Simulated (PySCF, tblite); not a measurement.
**C₅H₁₂O₂Si: geometry, infrared bands and NMR shifts**

What infrared bands and NMR shifts should C₅H₁₂O₂Si (`C=C[C@@](C)(CO)O[SiH3]`) show?

Computed with tblite 0.8.0 and PySCF 2.14.0, with density-fitted response routines of our own, on a single molecule in the gas phase. Atoms count from 0, in the outputs and in this text.

## (1) The starting structure

20 atoms, charge 0, multiplicity 1; geometry from: force field or distance geometry start.

Bonds of the start (Å): C0–C1 1.34, C1–C2 1.51, C2–C3 1.53, C2–C4 1.48, C4–O5 1.40, C2–O6 1.37, O6–Si7 1.71, C0–H8 1.08, C0–H9 1.09, C1–H10 1.07, C3–H11 1.10, C3–H12 1.11, C3–H13 1.11, C4–H14 1.11, C4–H15 1.11, O5–H16 0.98, Si7–H17 1.47, Si7–H18 1.47, Si7–H19 1.49.

## (2) Geometry optimisation with GFN2-xTB

The job: settings as JSON, then the geometry in Å.

```
{"job": {"kind": "relax", "xc": "GFN2-xTB", "basis": "xTB"}, "charge": 0, "multiplicity": 1}
C     -0.648200     1.821700    -1.051500
C     -0.119000     0.609000    -1.233300
C     -0.259200    -0.333500    -0.063000
C     -1.700400    -0.818300    -0.181300
C      0.631800    -1.517000    -0.081700
O      0.319500    -2.247200     1.076500
O     -0.035700     0.419900     1.056500
Si     1.521600     1.131600     1.132700
H     -1.147700     2.043400    -0.119300
H     -0.605500     2.585800    -1.831300
H      0.388100     0.339700    -2.140900
H     -2.000800    -0.733200    -1.239400
H     -2.413600    -0.266700     0.465300
H     -1.750900    -1.906700     0.045200
H      1.712900    -1.285100     0.004200
H      0.428600    -2.208600    -0.929800
H     -0.343600    -1.749600     1.606200
H      2.388700     0.625500     0.056300
H      1.473400     2.589300     0.963400
H      2.154700     0.910500     2.462300
```

Command:

```
OMP_NUM_THREADS=1 python probes_run.py task.json out
```

One launch serves the whole session: the jobs run in the order shown.

**Question.** This job is followed by: GFN2-xTB harmonic vibrations, gas phase; GIAO PBE0/pcSseg-1 NMR shielding, non-relativistic, gas phase. Predict these results of the whole session: strongest single infrared mode (GFN2-xTB); zero-point energy (GFN2-xTB); 13C shifts against TMS (PBE0/pcSseg-1); 1H shifts against TMS (PBE0/pcSseg-1, means over atoms taken as alike); 17O shifts against H2O (PBE0/pcSseg-1); 29Si shifts against TMS (PBE0/pcSseg-1).

The runs gave:

| quantity | value |
| --- | --- |
| strongest single infrared mode (GFN2-xTB) | 2185 cm⁻¹, 364 km/mol |
| zero-point energy (GFN2-xTB) | 98.2 kcal/mol |
| 13C shifts against TMS (PBE0/pcSseg-1) | 147.4, 122.1, 79.5, 71.9, 28.3 ppm |
| 1H shifts against TMS (PBE0/pcSseg-1, means over atoms taken as alike) | 5.84, 5.74, 5.66, 4.94, 3.95, 3.61, 1.37, 1.13 ppm |
| 17O shifts against H2O (PBE0/pcSseg-1) | 29.0, 19.7 ppm |
| 29Si shifts against TMS (PBE0/pcSseg-1) | -50.7 ppm |

The optimisation took 180 steps and gained 1.092 eV; among the close pairs (by a distance rule), O6–Si7 changed most, from 1.714 to 1.616 Å. All 54 modes are real, so the xTB geometry is a minimum. The strongest single mode, at 2185 cm⁻¹, moves mainly H17. Unscaled tight-binding wavenumbers are off by several per cent, some by more. Its intensities can rank the bands wrongly. C1 (alkene CH) lies farthest downfield among carbon, at 147.4 ppm; the olefinic region. H10 (hydrogen on an alkene CH) lies farthest downfield among hydrogen, at 5.84 ppm; a vinylic proton, deshielded by the sp2 carbon and the C=C anisotropy.
